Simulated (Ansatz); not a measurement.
## La₃Mg, space group Pm-3m: a check of PAW against all-electron LAPW, step by step

With the Ansatz DFT code, driven from Python.

Input file `POSCAR`:
```text
La3Mg
1.0
   5.13909532    0.00000000    0.00000000
   0.00000000    5.13909532    0.00000000
   0.00000000    0.00000000    5.13909532
La Mg
3 1
Direct
   0.50000000    0.50000000    0.00000000
   0.50000000    0.00000000    0.50000000
   0.00000000    0.50000000    0.50000000
   0.00000000    0.00000000    0.00000000
```

Notebook, run cell by cell (the value of a cell's last expression is shown):

In [1]:
```python
import ansatz as az
from ase.io import read
import numpy as np

FILLING = 'fermi_dirac'
MESH = (5, 5, 5)
```

In [2]:
```python
def count_gap(report):
    # lowest empty less highest filled band, counting bands; zero where they overlap
    return max(report.get('gap_by_band_count_ev') or 0.0, 0.0)
```

In [3]:
```python
atoms = read('POSCAR', format='vasp')
la3mg = az.Crystal.from_ase(atoms)
```

In [4]:
```python
len(la3mg.resolved().sites)
```
Out [4]:
```text
4
```

In [5]:
```python
calc = (
    la3mg.calculation()
    .occupations(FILLING)
    .functional(az.Functional.PBESOL)
    .kpoints(*MESH)
    .stress()
    .forces()
    .band_table()
)
variants = {
    'PAW': calc.pseudopotentials('paw'),
    'LAPW': calc.pseudopotentials('all_electron', lapw=True),
}
# totals differ by the cores that each treatment holds, so compare what does not depend on them
rows = []
for label, variant in variants.items():
    data = variant.run(threads=1).report
    levels = np.array(data['eigenvalues_ev'][0]) - data['fermi_energy_ev']
    print(label, 'levels at the first k-point near E_F:', np.round(levels[np.abs(levels) < 5], 3))
    rows.append((label, data['n_electrons'], np.trace(data['stress_gpa']) / 3, count_gap(data)))
print('     treatment  electrons in bands           P GPa  gap by band count eV')
for row in rows:
    print(f'{str(row[0]):>14s}  {row[1]:18.1f}  {row[2]:14.3f}  {row[3]:20.3f}')
```
```text
DeckWarning: basis.ecutwfc = 420 eV, auto-derived from the records' recommended cutoffs: set by La (normal level)
PAW levels at the first k-point near E_F: [-4.097 -2.417 -0.981 -0.981 -0.812 -0.812 -0.812  1.297  1.297  1.297]
LAPW levels at the first k-point near E_F: [-4.098 -2.419 -0.983 -0.983 -0.814 -0.814 -0.814  1.313  1.313  1.313
  1.44   1.774  1.774  1.774  1.818]
     treatment  electrons in bands           P GPa  gap by band count eV
           PAW                43.0          -1.970                 0.000
          LAPW                91.0          -1.950                 0.000
```

PAW gives -1.970 GPa and LAPW -1.950 GPa, 0.020 GPa apart. They took 3.4 and 18.2 s of processor time.

The computed bands are complete only to about 0.9 eV above the Fermi level. For a metal this k-point mesh is coarse: on a finer one energies can move by several to tens of meV an atom and pressures by half a GPa or more, differences at one mesh by less. A gap by band count of zero or less means overlapping bands, a metal, and at an odd count of electrons it is no gap at all. This cell is a computed structure, which may not be the phase found in nature. Gaps and levels are Kohn-Sham values on a finite set of k-points, without spin-orbit coupling. Warnings are shown shortened and without file and line. Pressure is positive in compression; the treatments may keep other shells as core, so totals and counts of electrons can differ. It ran for 23 s on 1 thread of Arm Neoverse V1 (shared host), peak memory 0.57 GiB.
